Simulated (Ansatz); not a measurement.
# Zn: a trigonal deformation path and further scans

The task here is to estimate one member of a computed series from the others.

Program: Ansatz 0.2.0. Level of theory: DFT PBEsol, scalar-relativistic, plane waves, PAW. These are calculated values, not measurements.

**The structure to begin with**

Symmetry: Im-3m, No. 229, cubic system. The conventional cell has a = 3.138 Å, b = 3.138 Å, c = 3.138 Å, α = 90.00°, β = 90.00°, γ = 90.00°. Zn (site symmetry m-3m) has 8 Zn at 2.72 Å as nearest neighbours.

Coordinates:

```
Zn
1.0
    -1.56904    1.56904    1.56904
     1.56904   -1.56904    1.56904
     1.56904    1.56904   -1.56904
Zn
1
Direct
  0.00000 0.00000 0.00000
```

It goes back to an entry of the Materials Project, which need not be the stable form.

The cell is taken as given, not relaxed at this level.

Set-up of the first run:

Input file input.yaml:

```yaml
crystal:
  lattice:
    - [-1.569037, 1.569037, 1.569037]
    - [1.569037, -1.569037, 1.569037]
    - [1.569037, 1.569037, -1.569037]
  atoms:
    - { symbol: Zn, position: [0.0, 0.0, 0.0] }
basis:
  ecutwfc: 420
kpoints:
  mp_grid: { grid: [24, 24, 24] }
hamiltonian:
  xc: pbesol
scf:
  occupations: { method: gaussian, width: 0.15 }
output:
  forces: true
  stress: true
  eigenvalues: true
```

Steps of the session up to this table: Zero of the scan; Point ρ = 0.500; At ρ = 2.000; Point ρ = 0.710; Point ρ = 1.410; At ρ = 0.600; ρ = 0.850.

One table of the session follows, with a row left open; its other results are not shown here.

Collected from the runs (energy zero: the undisturbed cell):

| ρ | ΔE (meV/atom) | pressure (GPa) |
| --- | --- | --- |
| 0.500 | 4178.6 | 103.5 |
| 0.600 | 1482.3 | 44.0 |
| 0.710 | ? | ? |
| 0.850 | 20.7 | -2.3 |
| 1.000 | 0.0 | -5.2 |
| 1.410 | 72.6 | 0.9 |
| 2.000 | 201.2 | 6.7 |

Estimate the missing values for ρ = 0.710.

Worked estimate for «ΔE (meV/atom)». A straight line through the neighbours (0.600, 1482.3) and (0.850, 20.7) gives 1482.3 + (20.7 − 1482.3) × (0.710 − 0.600) / (0.850 − 0.600) = 839.2; a parabola fitted to 4 rows on both sides gives 469.8.

The run gave: ΔE (meV/atom): 396.4; pressure (GPa): 13.3. In «ΔE (meV/atom)» the line misses by +442.8 and the parabola by +73.4.
